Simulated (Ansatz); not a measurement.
# C₂H₄SSe: one species, many methods

One table from this session's results is given with a row withheld; the runs are named, their logs left out.

The runs use Ansatz 0.2.0, Gaussian basis; functionals in def2-TZVPP, the program's frozen cores in correlated methods.

Plan: PBE-D4, r2SCAN-D4, PBE0-D4, B3LYP-D4, ωB97X-V, ωB97M-V, B2PLYP; CCSD(T)/def2-TZVPP; MP2/def2-QZVPP; extrapolation to the limit.

## Structure used throughout

An earlier PBE0-D4 in a triple-zeta def2 set relaxation fixed the geometry.

SMILES `CC(=S)[SeH]`, 8 atoms, charge 0, spin multiplicity 1.

Atoms are counted from 1 here; the program's logs count them from 0.

Bond lengths: C1–C2 1.493 Å, C1–H5 1.094 Å, C1–H6 1.094 Å, C1–H7 1.089 Å, C2–S3 1.617 Å, C2–Se4 1.893 Å, Se4–H8 1.474 Å. Angles: C2–C1–H5 110.3°, C2–C1–H6 110.3°, C2–C1–H7 110.0°, H5–C1–H6 107.3°, H5–C1–H7 109.4°, H6–C1–H7 109.4°, C1–C2–S3 124.7°, C1–C2–Se4 116.5°, S3–C2–Se4 118.9°, C2–Se4–H8 97.0°.

Set-up of the first run:

The input, in.yaml:

```yaml
crystal:
  periodic: [false, false, false]
  atoms:
    - {symbol: C, position_ang: [-0.059431, 0.846011, 0.043164]}
    - {symbol: C, position_ang: [0.679343, -0.445110, -0.086776]}
    - {symbol: S, position_ang: [2.284630, -0.576627, -0.230896]}
    - {symbol: Se, position_ang: [-0.369168, -2.020857, -0.079074]}
    - {symbol: H, position_ang: [-0.778430, 0.956335, -0.773952]}
    - {symbol: H, position_ang: [-0.625197, 0.867333, 0.979284]}
    - {symbol: H, position_ang: [0.640780, 1.679687, 0.024408]}
    - {symbol: H, position_ang: [-1.680427, -1.363871, 0.068141]}
basis:
  gaussian: {orbitals: def2-TZVPP}
hamiltonian: {xc: pbe, dispersion: d4}
output: {forces: true, orbitals: {seedname: orbitals}}
```

Started as:

```console
> ansatz run in.yaml --threads 4 --pin off --events-out ev --progress --plain --max-ram 10444MiB
```

Steps of the session up to this table: PBE-D4 (GGA); r2SCAN-D4 (meta-GGA); PBE0-D4 (hybrid); B3LYP-D4 (hybrid); ωB97X-V (range-separated); ωB97M-V (range-separated); B2PLYP (double hybrid); CCSD(T) in def2-TZVPP; MP2 in def2-QZVPP.

One table of the session follows, with a row left open; its other results are not shown here.

```
            method  atomisation energy (kJ/mol)
            PBE-D4                       2914.1
         r2SCAN-D4                       2841.2
           PBE0-D4                       2841.6
          B3LYP-D4                       2815.6
           ωB97X-V                            ?
           ωB97M-V                       2816.3
            B2PLYP                       2781.5
     HF/def2-TZVPP                       1947.1
    MP2/def2-TZVPP                       2791.6
   CCSD/def2-TZVPP                       2674.1
CCSD(T)/def2-TZVPP                       2737.4
           MP2/CBS                       2872.9
       CCSD(T)/CBS                       2818.7
```

Estimate the missing values for ωB97X-V.

**Answer.** atomisation energy (kJ/mol): 2816.5. In the column «atomisation energy (kJ/mol)» it lies between ωB97M-V (2816.3) and CCSD(T)/CBS (2818.7).

Limits of these values: Free atoms (2 C, 1 S, 1 Se, 4 H) were run apart at each level; the atomisation energy is their sum less the molecule, without zero-point or spin-orbit terms.
